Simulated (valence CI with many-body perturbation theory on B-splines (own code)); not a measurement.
**Levels and ionisation energy of Rh⁴⁰⁺**

Aim: the low levels of Rh⁴⁰⁺, its ionisation energy, and how pure its levels are, set against NIST.

Program: an in-house CI+MBPT code version 3. Level of theory: configuration interaction of the valence electrons, many-body perturbation theory for a frozen closed Dirac-Fock core, no-pair Dirac Hamiltonian, B-spline basis. These are calculated values, not measurements, unless marked.

## 1. What is computed

```
element                                      : rhodium (Z = 45, A = 103)
charge                                       : +40
frozen core                                  : [He]
start configuration of the valence electrons : 2s2 2p1
nuclear rms radius                           : 4.4945 fm
```

## 2. The calculation

Settings of the run:

```ini
atom Rh  Z=45  mass_number=103  rms_radius_fm=4.4945
core [He]
valence 2s2 2p1
avg = 1
basis = L
breit = 1
cap = 40000
capref = 1200
cscale = 1
de = 0.0
dress = 0
eps = 2e-08
h = 0.27
hh = 1
l2 = 3
lcore = 6
maxit = 60
n2 = 5
natural = 1
nlev = 60
nno = [7, 7, 6, 5, 4, 2, 1]
nroot = 26
nsp = [4, 4, 3, 2, 1, 0, 0]
pt2 = 1
qed = 1
rpa = 1
s1 = 1
s2 = 1
s3 = 1
screen = 1
tol = 2e-05
```

On the command line:

```sh
python run_cv.py task.json out
```

task.json holds these settings.

Standard output:

```text
rmax 2.1 intervals 56 orbitals 81 references ['2s2 2p', '2s 2p2', '2p3'] scf 2
2J=0 par=0 roots 2 ref 18 generators 3 cand 364/364 P 356/356 nnz 0 it 0
2J=0 par=0 roots 2 ref 18 generators 3 cand 26/26 P 369/369 nnz 0 it 0
   second order: generators 5 cand 13/13 e2 -0.00000 -0.00000
2J=0 par=1 roots 2 ref 16 generators 4 cand 314/314 P 302/302 nnz 0 it 0
2J=0 par=1 roots 2 ref 16 generators 5 cand 28/28 P 319/319 nnz 0 it 0
   second order: generators 8 cand 11/11 e2 -0.00000 -0.00000
reference levels 513, estimated 391, window 30969372 1/cm; series limit 42033896, core excitation 165461486
2J=1 par=1 roots 15 ref 48 generators 13 cand 6188/9271 P 5417/8000 nnz 6e+06 it 5
2J=1 par=1 roots 15 ref 48 generators 14 cand 3755/5660 P 6372/9521 nnz 8.4e+06 it 4
   second order: generators 27 cand 6827/10341 e2 -0.00001 -0.00000
2J=1 par=0 roots 16 ref 50 generators 15 cand 6122/9171 P 5360/8000 nnz 6e+06 it 5
2J=1 par=0 roots 16 ref 50 generators 15 cand 2885/4230 P 6469/9767 nnz 8.8e+06 it 4
   second order: generators 26 cand 6701/10086 e2 -0.00001 -0.00000
2J=3 par=1 roots 21 ref 72 generators 16 cand 8417/16991 P 4015/7999 nnz 6.6e+06 it 7
2J=3 par=1 roots 21 ref 72 generators 16 cand 6257/12703 P 7499/15601 nnz 2.3e+07 it 7
   second order: generators 32 cand 8040/16580 e2 -0.00001 -0.00000
2J=3 par=0 roots 20 ref 70 generators 14 cand 8449/17001 P 3973/7998 nnz 6.6e+06 it 7
2J=3 par=0 roots 20 ref 70 generators 14 cand 6285/12712 P 7475/15552 nnz 2.3e+07 it 7
   second order: generators 25 cand 8356/18383 e2 -0.00001 -0.00000
2J=5 par=0 roots 15 ref 66 generators 13 cand 9359/20917 P 3655/7998 nnz 7e+06 it 7
2J=5 par=0 roots 15 ref 66 generators 13 cand 7424/16625 P 7241/16761 nnz 2.7e+07 it 8
   second order: generators 22 cand 6448/16324 e2 -0.00001 -0.00000
2J=5 par=1 roots 13 ref 62 generators 10 cand 9403/21116 P 3684/7999 nnz 6.9e+06 it 7
2J=5 par=1 roots 13 ref 62 generators 10 cand 7395/16679 P 7112/16446 nnz 2.6e+07 it 7
   second order: generators 20 cand 7742/19422 e2 -0.00001 -0.00000
2J=7 par=1 roots 6 ref 43 generators 5 cand 7269/18045 P 3419/7999 nnz 7.9e+06 it 5
2J=7 par=1 roots 6 ref 43 generators 6 cand 6383/17337 P 4973/12171 nnz 1.7e+07 it 5
   second order: generators 7 cand 4829/13165 e2 -0.00001 -0.00001
2J=7 par=0 roots 5 ref 41 generators 5 cand 7227/17951 P 3351/7997 nnz 8.2e+06 it 5
2J=7 par=0 roots 5 ref 41 generators 5 cand 5087/12495 P 4743/11777 nnz 1.7e+07 it 4
   second order: generators 9 cand 7702/22051 e2 -0.00002 -0.00001
2J=9 par=1 roots 2 ref 20 generators 2 cand 4637/12590 P 2353/5434 nnz 3.7e+06 it 4
2J=9 par=1 roots 2 ref 20 generators 2 cand 3454/9674 P 3026/7329 nnz 7e+06 it 4
   second order: generators 4 cand 6030/16478 e2 -0.00001 -0.00001
2J=9 par=0 roots 2 ref 23 generators 2 cand 3160/8156 P 2419/5746 nnz 5.4e+06 it 4
2J=9 par=0 roots 2 ref 23 generators 2 cand 1997/4932 P 2843/6828 nnz 7.7e+06 it 4
   second order: generators 5 cand 4914/13013 e2 -0.00001 -0.00001
left out: unestimated 44037459, estimated 33036592, shifts from estimates -22 to 74
```

Wall time 2 min (1 thread of Arm Neoverse V1, shared host); peak memory 0.68 GiB.

In the log, the blocks before «reference levels» are the next ion; each later block is one J and parity (par 1 is odd): roots sought, reference size, generators, candidates and the variational space P (configurations/state functions), Hamiltonian entries, Davidson iterations; e2 is the second-order remainder in hartree. Σ1, Σ2 and Σ3 are the one-, two- and three-electron terms by which the core's correlation enters. In the settings nsp and nno count spectroscopic and correlating orbitals by l, and s1, s2, s3 switch or scale the Σ terms.

## 3. Energy levels

Levels from the run's result record, above the lowest; ° marks odd parity; each level is named by its leading configuration and LS term. The first 24 of 109 are listed.

```tsv
#	level	configuration weight	term weight	energy (eV)	g	lifetime (s)
0	2s2 2p ²P° 1/2	0.99	1.00	0.00	0.649	-
1	2s 2p2 ⁴P 1/2	1.00	0.67	123.63	2.307	2.20e-10
2	2s2 2p ²P° 3/2	0.98	1.00	161.43	1.321	3.90e-08
3	2s 2p2 ⁴P 3/2	1.00	0.94	249.00	1.678	1.47e-09
4	2s 2p2 ⁴P 5/2	1.00	0.52	274.58	1.392	4.09e-10
5	2s 2p2 ²D 3/2	1.00	0.72	315.82	0.941	5.42e-12
6	2s 2p2 ²P 1/2	1.00	0.73	319.54	1.160	3.63e-12
7	2s 2p2 ²D 5/2	1.00	0.52	429.11	1.381	2.40e-11
8	2p3 ²P° 3/2	0.99	0.42	452.87	1.410	5.31e-12
9	2s 2p2 ²S 1/2	1.00	0.71	488.37	1.829	4.37e-12
10	2s 2p2 ²P 3/2	1.00	0.71	489.52	1.210	2.68e-12
11	2p3 ⁴S° 3/2	1.00	0.52	590.34	1.414	3.21e-12
12	2p3 ²D° 5/2	1.00	1.00	607.02	1.187	3.94e-12
13	2p3 ²P° 1/2	0.99	1.00	638.35	0.649	2.61e-12
14	2p3 ²P° 3/2	1.00	0.57	779.75	1.274	2.19e-12
15	2s2 3s ²S 1/2	0.97	0.99	3450.9	1.996	3.33e-14
16	2s2 3p ²P° 1/2	0.95	0.99	3495.3	0.670	6.97e-13
17	2s 2p 3s ⁴P° 1/2	0.98	0.89	3537.7	2.430	3.60e-14
18	2s2 3p ²P° 3/2	0.72	0.85	3538.4	1.387	1.26e-13
19	2s 2p 3s ⁴P° 3/2	0.74	0.55	3557.3	1.542	3.85e-14
20	2s 2p 3s ²P° 1/2	0.98	0.95	3567.7	0.747	4.92e-14
21	2s 2p 3p ⁴D 1/2	0.99	0.73	3575.5	0.249	4.77e-14
22	2s2 3d ²D 3/2	0.89	0.94	3578.1	0.820	4.11e-15
23	2s 2p 3p ⁴D 3/2	0.91	0.46	3591.6	1.135	8.69e-14
```

## 4. The Hamiltonian term by term

The same run repeats the diagonalisation with simpler Hamiltonians; each column adds a term to the one before, and the last is the full result. Excitation energies in eV:

```tsv
level	valence CI alone	+ Σ1	+ Σ2	+ Σ3	+ Breit	full, with QED
2s 2p2 ⁴P 1/2	123.64	123.42	123.36	123.36	126.80	123.63
2s2 2p ²P° 3/2	164.33	164.39	164.39	164.39	161.16	161.43
2s 2p2 ⁴P 3/2	251.72	251.56	251.53	251.54	251.85	249.00
2s 2p2 ⁴P 5/2	279.58	279.42	279.37	279.36	277.43	274.58
2s 2p2 ²D 3/2	319.90	319.73	319.57	319.53	318.69	315.82
2s 2p2 ²P 1/2	322.26	322.09	321.81	321.77	322.44	319.54
2s 2p2 ²D 5/2	435.75	435.65	435.60	435.59	431.65	429.11
2p3 ²P° 3/2	456.61	456.22	455.87	455.83	458.87	452.87
ionisation energy (eV)	6169.04	6169.42	6169.35	6169.31	6163.05	6163.15
```

## 5. Lines

Listed are the E1 lines of largest gf, the fastest ones to the lowest level and a few forbidden lines. Rates are at computed energies, electric ones in the length gauge, E1 and E2 with static core polarisation; wavelengths are in vacuum.

```tsv
upper	lower	type	λ (nm)	A (1/s)	branching
29: 2s 2p 3p ²D 3/2	0: 2s2 2p ²P° 1/2	E1	0.3398	5.95e+13	0.98
27: 2s 2p 3p ²P 1/2	0: 2s2 2p ²P° 1/2	E1	0.3403	7.72e+13	0.97
26: 2s 2p 3p ⁴P 3/2	0: 2s2 2p ²P° 1/2	E1	0.3415	2.59e+13	0.99
22: 2s2 3d ²D 3/2	0: 2s2 2p ²P° 1/2	E1	0.3465	2.14e+14	0.88
72: 2s 2p 3d ²F° 5/2	5: 2s 2p2 ²D 3/2	E1	0.3479	2.18e+14	0.91
34: 2s 2p 3d ⁴D° 3/2	1: 2s 2p2 ⁴P 1/2	E1	0.3483	2.01e+14	0.80
55: 2s 2p 3d ⁴F° 7/2	4: 2s 2p2 ⁴P 5/2	E1	0.3489	1.71e+14	0.93
24: 2s2 3d ²D 5/2	2: 2s2 2p ²P° 3/2	E1	0.3613	2.02e+14	1.00
32: 2s 2p 3d ⁴P° 5/2	3: 2s 2p2 ⁴P 3/2	E1	0.3615	1.49e+14	0.80
66: 2s 2p 3d ²F° 7/2	7: 2s 2p2 ²D 5/2	E1	0.3620	2.64e+14	0.93
35: 2s 2p 3d ⁴F° 7/2	4: 2s 2p2 ⁴P 5/2	E1	0.3628	1.69e+14	1.00
62: 2s 2p 3d ²D° 5/2	7: 2s 2p2 ²D 5/2	E1	0.3631	1.40e+14	0.86
78: 2s 2p 3d ²D° 5/2	10: 2s 2p2 ²P 3/2	E1	0.3636	2.79e+14	0.97
59: 2p2 3d ²D 5/2	8: 2p3 ²P° 3/2	E1	0.3663	1.58e+14	0.98
50: 2s 2p 3p ²P 1/2	10: 2s 2p2 ²P 3/2	E2	0.3745	2.99e+10	0.01
46: 2s 2p 3p ⁴D 7/2	10: 2s 2p2 ²P 3/2	E2	0.3763	2.24e+09	0.01
2: 2s2 2p ²P° 3/2	0: 2s2 2p ²P° 1/2	M1	7.681	1.96e+07	0.76
3: 2s 2p2 ⁴P 3/2	1: 2s 2p2 ⁴P 1/2	M1	9.890	1.56e+07	0.02
```

## 6. Results

| quantity | computed | tabulated |
| --- | --- | --- |
| lowest level | 2s2 2p ²P° 1/2 | 2p ²P°1/2 |
| first excitation | 2s 2p2 ⁴P 1/2, 123.63 eV | - |
| ionisation energy, to 2s2 ¹S J = 0 | 6163.1 eV | 6161 ± 5 eV (semi-empirical) |
| dipole polarisability of the lowest level | 0.001509 bohr³ | - |
| hyperfine A/(μ/I) of the lowest level | 1045810 MHz | - |
| no level missing from the run's list below | 4096.0 eV | - |

**Reading.** The ionisation energy is 2.1 eV (0.03 %) above the NIST entry, whose uncertainty is 5 eV. Of the added terms Breit moves the ionisation energy most, by -6.25 eV. The lowest level is 99 % 2s2 2p. Cautions: by estimate large intervals hold to a few tenths of a per cent, small ones and the rates on them less well.
